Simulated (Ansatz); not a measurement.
# SnH₄S + H₂: a complex and its separated parts

The complex below is one end of an elementary step. How strongly is it bound against its free parts?

The runs use Ansatz 0.2.0, Gaussian basis; PBE0-D4/def2-TZVP structures, single points in def2-TZVPP, no counterpoise correction.

Levels: SPW92, PBE-D4, BLYP-D4, r2SCAN-D4, B97M-V, PBE0-D4, B3LYP-D4, r2SCAN0-D4, BHLYP-D4, CAM-B3LYP-D4, wB97X-V, wB97M-V, B2PLYP, PBE-QIDH, RPA on PBE, Hartree-Fock, MP2, CCSD, CCSD(T).

Correlated methods freeze the cores. Filled d shells of the heavier atoms are correlated. Core potentials replace the inner electrons past krypton, and spin-orbit coupling is left out. B3LYP uses VWN-RPA correlation. B2PLYP carries no dispersion term here.

79 further runs of the same task are left out: 1 that didn't finish, 78 set aside as unsound or not needed.

## 1. The starting structure

The complex: 8 atoms, charge 0, spin multiplicity 1.

Atoms are counted from 1 here; the program's logs count them from 0.

Bond lengths: Sn1–H3 1.701 Å, Sn1–H4 1.705 Å, Sn1–H5 1.705 Å, Sn1–S7 2.407 Å, H2–H6 0.748 Å, S7–H8 1.343 Å. Angles: H3–Sn1–H4 111.6°, H3–Sn1–H5 111.4°, H3–Sn1–S7 104.7°, H4–Sn1–H5 110.3°, H4–Sn1–S7 109.4°, H5–Sn1–S7 109.3°, Sn1–S7–H8 93.9°.

Geometry (Å):

```csv
atom,x (Å),y (Å),z (Å)
Sn1,-0.9814,0.1992,-0.7224
H2,1.5092,-1.9060,1.8389
H3,-0.9089,-1.0028,-1.9233
H4,-1.4097,-0.4537,0.7931
H5,-2.0590,1.4482,-1.1549
H6,1.6328,-1.3145,1.3982
S7,1.2549,1.0825,-0.6076
H8,0.9621,1.9471,0.3781
```

Its parts: SnH₄S holds atoms 1, 3, 4, 5, 7, 8; H₂ holds atoms 2, 6. Each part counts its atoms afresh in its own runs.

## 2. Relaxing SnH₄S alone

relax-a/in.yaml reads:

```yaml
crystal:
  periodic: [false, false, false]
  atoms:
    - {symbol: Sn, position_ang: [-0.981410, 0.199204, -0.722352]}
    - {symbol: H, position_ang: [-0.908912, -1.002835, -1.923307]}
    - {symbol: H, position_ang: [-1.409721, -0.453698, 0.793143]}
    - {symbol: H, position_ang: [-2.059048, 1.448195, -1.154934]}
    - {symbol: S, position_ang: [1.254947, 1.082520, -0.607551]}
    - {symbol: H, position_ang: [0.962141, 1.947097, 0.378088]}
basis:
  gaussian: {orbitals: def2-TZVP}
hamiltonian: {xc: pbe0, dispersion: d4}
relax: {f_tol: 0.005, max_steps: 200}
```

Command:

```console
ansatz run in.yaml --threads 2 --pin off --events-out ev --progress --plain --max-ram 4352MiB
```

Further steps of the session: Relaxing H₂ alone; SPW92/def2-TZVPP; PBE-D4/def2-TZVPP; BLYP-D4/def2-TZVPP; r2SCAN-D4/def2-TZVPP; B97M-V/def2-TZVPP; PBE0-D4/def2-TZVPP; B3LYP-D4/def2-TZVPP; r2SCAN0-D4/def2-TZVPP; BHLYP-D4/def2-TZVPP; CAM-B3LYP-D4/def2-TZVPP; wB97X-V/def2-TZVPP; wB97M-V/def2-TZVPP; B2PLYP/def2-TZVPP; PBE-QIDH/def2-TZVPP; RPA on PBE/def2-TZVPP; CCSD(T)/def2-TZVPP; Vibrations of SnH₄S; Vibrations of H₂.

What does the calculation give? Wanted: complex less parts, CCSD(T)/def2-TZVPP; with zero-point energy; largest T1 diagnostic.

**Answer**, as computed:

| quantity | value |
| --- | --- |
| complex less parts, CCSD(T)/def2-TZVPP | -0.0218 eV |
| with zero-point energy | +0.0221 eV |
| largest T1 diagnostic | 0.012 |

**Reading.** At CCSD(T) the complex lies 0.0218 eV below its parts. Among the functionals r2SCAN-D4 lands nearest to CCSD(T) (+0.0007 eV) and SPW92 farthest (-0.0479 eV). By rung, the mean size of the error is: LDA 0.0479, GGA 0.0152, meta-GGA 0.0055, hybrid 0.0104, range-separated hybrid 0.0098, double hybrid 0.0079 eV. PBE-D4 gives a relative energy 0.0242 eV too low, an error of 111 % of the reference. The complex's frequency run has imaginary modes: the structure is no minimum, so both the energy and the zero-point correction are in doubt. No counterpoise was applied, and triple zeta lacks some correlation, so the CCSD(T) reference has a basis error of its own, and close matches with it are partly luck.
